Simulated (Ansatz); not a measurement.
# CdHg2Te3: the cost of one run

Program: Ansatz 0.2.0. Level of theory: DFT PBE, scalar-relativistic, plane waves, PAW. These are calculated values, not measurements.

## (1) The structure to begin with

It takes space group C2 (No. 5, monoclinic). The conventional cell has a = 7.911 Å, b = 4.913 Å, c = 10.533 Å, α = 90.00°, β = 94.53°, γ = 90.00°. Cd (site symmetry 2) has 4 Te at 2.85 to 2.96 Å in its first shell of neighbours. Hg (site symmetry 1) is surrounded by 2 Te at 2.72 Å. Te (site symmetry 1) is surrounded by 1 Hg at 2.72 Å and 2 Cd at 2.85 to 2.96 Å. Te (site symmetry 2) has 2 Hg at 2.72 Å in its first shell of neighbours.

Coordinates:

```
CELL_PARAMETERS angstrom
3.95567 -2.45637 0.00000
3.95567 2.45637 0.00000
-0.83179 0.00000 10.50048
ATOMIC_POSITIONS crystal
Cd 0.37994 0.62006 0.50000
Hg 0.68776 0.00147 0.83282
Hg 0.99853 0.31224 0.16718
Te 0.48668 0.03468 0.34240
Te 0.48177 0.51823 0.00000
Te 0.96532 0.51333 0.65760
```

The start is the relaxed end of an invented cell (made as: elements ordered on the sites of the HgTe type, Cd/Hg on Hg (C2, No. 5)), taken up again for a closer look.

## (2) Probe: one point on a coarse mesh

input.yaml reads:

```yaml
crystal:
  lattice:
    - [3.9556662, -2.456374, 0.0]
    - [3.9556662, 2.456374, 0.0]
    - [-0.8317946, 0.0, 10.5004842]
  atoms:
    - { symbol: Cd, position: [0.379943, 0.620057, 0.5] }
    - { symbol: Hg, position: [0.687758, 0.001472, 0.832823] }
    - { symbol: Hg, position: [0.998528, 0.312242, 0.167177] }
    - { symbol: Te, position: [0.486675, 0.034676, 0.342403] }
    - { symbol: Te, position: [0.481772, 0.518228, 0.0] }
    - { symbol: Te, position: [0.965324, 0.513325, 0.657597] }
basis:
  ecutwfc: 420
kpoints:
  mp_grid: { grid: [4, 4, 2] }
hamiltonian:
  xc: pbe
scf:
  occupations: { method: gaussian, width: 0.1 }
  lower_state_search: "off"
output:
  forces: true
  stress: true
  eigenvalues: true
```

The run is started by

```bash
ansatz run input.yaml --threads 4 --pin off --max-ram 8192MiB --backend cpu --events-out ev --progress --plain --runs-dir out
```

Q: Estimate wall time and peak memory on 4 threads of Intel Xeon Gold 6455B (Sapphire Rapids), shared host.

About 1.7 s, with a peak of 0.68 GiB.
